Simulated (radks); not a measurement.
# Zr³⁺ in [Ar] 3d10 4s1.75 4p6 4d1 5p0.25: an all-electron calculation

The task here is to estimate one member of a computed series from the others.

The numbers are computed with radks (a radial shooting solver on a logarithmic mesh, Libxc functionals) version 1 (Dirac Kohn-Sham, BLYP, spin-unpolarised, spherical densities, finite nucleus; open shells fill j = l - 1/2 first), except any that are marked as measured or tabulated.

### Starting point

```
element            : zirconium (Z = 40)
charge             : +3
electrons          : 37
configuration      : [Ar] 3d10 4s1.75 4p6 4d1 5p0.25
nuclear rms radius : 4.2694 fm
```

The first run:

Settings of this run:

```text
Z 40
configuration [Ar] 3d10 4s1.75 4p6 4d1 5p0.25
relativity Dirac
functional b88,lyp
spin unpolarised
j_filling energy
nucleus finite rms 4.2694 fm
c 137.035999084
```

One table of the session follows, with a row left open; its other results are not shown here.

It belongs to the step «Shells». Radial moments (bohr):

```
level      <r>  outermost maximum (interpolated)  90 % within  nodes
1s1/2  0.03706                            0.0241       0.0664      0
2s1/2   0.1623                             0.137        0.251      1
2p1/2   0.1386                             0.107        0.227      0
2p3/2   0.1430                             0.111        0.233      0
3s1/2   0.4583                             0.408        0.679      2
3p1/2   0.4549                             0.396        0.690      1
3p3/2   0.4654                             0.405        0.705      1
3d3/2   0.4502                             0.345        0.725      0
3d5/2   0.4537                             0.348        0.730      0
4s1/2    1.196                              1.07         1.74      3
4p1/2    1.314                              1.15         1.94      2
4p3/2    1.342                              1.17         1.98      2
4d3/2        ?                                 ?            ?      ?
4d5/2    1.820                              1.49         2.80      1
5p1/2    3.303                              3.05         4.72      3
5p3/2    3.353                              3.10         4.79      3
```

**Question.** Estimate the row for 4d3/2.

**Answer.** <r>: 1.809; outermost maximum (interpolated): 1.48; 90 % within: 2.79; nodes: 1. In the column «<r>» it lies between 4p3/2 (1.342) and 4d5/2 (1.820).
